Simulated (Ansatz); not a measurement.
# C6H6O3: taking an electron away

The task here is to estimate one member of a computed series from the others.

Computed with Ansatz 0.2.0, Gaussian basis. Level: unrestricted cation, the program's frozen cores in correlated methods.

Plan: UKS PBE-D4/def2-TZVPP; UKS r2SCAN-D4/def2-TZVPP; UKS PBE0-D4/def2-TZVPP; UKS B3LYP-D4/def2-TZVPP; UKS wB97X-V/def2-TZVPP; UKS wB97M-V/def2-TZVPP; UKS B2PLYP/def2-TZVPP; UHF-CCSD(T)/def2-TZVPP; UHF-MP2/def2-QZVPP; extrapolation to the limit; then −ε(HOMO) from the neutral's earlier runs with LDA (SPW92), PBE-D4, revPBE-D4, BLYP-D4, r2SCAN-D4, B97M-V, PBE0-D4, B3LYP-D4, r2SCANh-D4, r2SCAN0-D4, HSE06-D4, BHLYP-D4, CAM-B3LYP-D4, LC-ωPBE, ωB97X-V, ωB97M-V.

**Structure used throughout**

All runs share one geometry, relaxed beforehand with PBE0-D4 in a triple-zeta def2 set.

15 atoms, charge 0, spin multiplicity 1.

Atoms are counted from 1 here; the program's logs count them from 0.

Bond lengths: O1–C2 1.360 Å, O1–H10 0.961 Å, C2–C3 1.386 Å, C2–C9 1.390 Å, C3–C4 1.391 Å, C3–H11 1.085 Å, C4–C5 1.378 Å, C4–H12 1.086 Å, C5–O6 1.370 Å, C5–C7 1.398 Å, O6–H13 0.960 Å, C7–O8 1.350 Å, C7–C9 1.381 Å, O8–H14 0.965 Å, C9–H15 1.082 Å. Angles: C2–O1–H10 109.0°, O1–C2–C3 122.6°, O1–C2–C9 117.0°, C3–C2–C9 120.3°, C2–C3–C4 119.5°, C2–C3–H11 120.5°, C4–C3–H11 119.9°, C3–C4–C5 120.5°, C3–C4–H12 119.7°, C5–C4–H12 119.8°, C4–C5–O6 124.9°, C4–C5–C7 119.8°, O6–C5–C7 115.3°, C5–O6–H13 109.8°, C5–C7–O8 120.1°, C5–C7–C9 120.1°, O8–C7–C9 119.8°, C7–O8–H14 107.7° and more.

Set-up of the first run:

The input, in.yaml:

```yaml
crystal:
  periodic: [false, false, false]
  atoms:
    - {symbol: O, position_ang: [1.831611, 1.411118, 1.766187]}
    - {symbol: C, position_ang: [1.022927, 0.752867, 0.893326]}
    - {symbol: C, position_ang: [1.420493, 0.427501, -0.394225]}
    - {symbol: C, position_ang: [0.539938, -0.247248, -1.233756]}
    - {symbol: C, position_ang: [-0.719099, -0.591945, -0.793632]}
    - {symbol: O, position_ang: [-1.657223, -1.255170, -1.540830]}
    - {symbol: C, position_ang: [-1.114671, -0.261430, 0.505551]}
    - {symbol: O, position_ang: [-2.346991, -0.595534, 0.944798]}
    - {symbol: C, position_ang: [-0.245560, 0.408409, 1.344238]}
    - {symbol: H, position_ang: [2.672844, 1.590922, 1.338626]}
    - {symbol: H, position_ang: [2.410017, 0.694789, -0.749537]}
    - {symbol: H, position_ang: [0.847887, -0.503661, -2.242998]}
    - {symbol: H, position_ang: [-1.305126, -1.441816, -2.413813]}
    - {symbol: H, position_ang: [-2.801438, -1.051485, 0.226423]}
    - {symbol: H, position_ang: [-0.555609, 0.662672, 2.349639]}
basis:
  gaussian: {orbitals: def2-TZVPP}
total_charge: 1
magnetization: {spin_polarized: true, initial_magnetization: 1}
hamiltonian: {xc: pbe, dispersion: d4}
```

The run is started by

```bash
> ansatz run in.yaml --threads 2 --pin off --events-out ev --progress --plain --max-ram 32768MiB --backend cuda --devices 0, --max-vram 18GiB
```

Steps of the session up to this table: Cation, UKS PBE-D4/def2-TZVPP; Cation, UKS r2SCAN-D4/def2-TZVPP; Cation, UKS PBE0-D4/def2-TZVPP; Cation, UKS B3LYP-D4/def2-TZVPP; Cation, UKS wB97X-V/def2-TZVPP; Cation, UKS wB97M-V/def2-TZVPP; Cation, UKS B2PLYP (frozen core)/def2-TZVPP; Cation, UHF-CCSD(T)/def2-TZVPP; Cation, UHF-MP2/def2-QZVPP.

One of the session's tables, all rows but one given; the rest of the session is left out.

It belongs to the step «Ionisation energies side by side». For comparison, −ε(HOMO) of the neutral from earlier runs:

```
  functional  −ε(HOMO) (eV)
 LDA (SPW92)           4.99
      PBE-D4           4.77
   revPBE-D4           4.69
     BLYP-D4           4.63
   r2SCAN-D4           4.95
      B97M-V           4.96
     PBE0-D4           5.86
    B3LYP-D4           5.68
  r2SCANh-D4           5.37
  r2SCAN0-D4           5.99
    HSE06-D4           5.47
    BHLYP-D4              ?
CAM-B3LYP-D4           7.11
     LC-ωPBE           8.32
     ωB97X-V           7.99
     ωB97M-V           7.93
```

**Question.** Estimate the row for BHLYP-D4.

Worked estimate for «−ε(HOMO) (eV)». Against the share of exact exchange, BLYP-D4 (0, 4.63), B3LYP-D4 (0.2, 5.68) give a slope of 5.25 per unit share; at 0.5 the line stands at 7.25.

**Answer.** −ε(HOMO) (eV): 6.82. In «−ε(HOMO) (eV)» the line misses by +0.43.
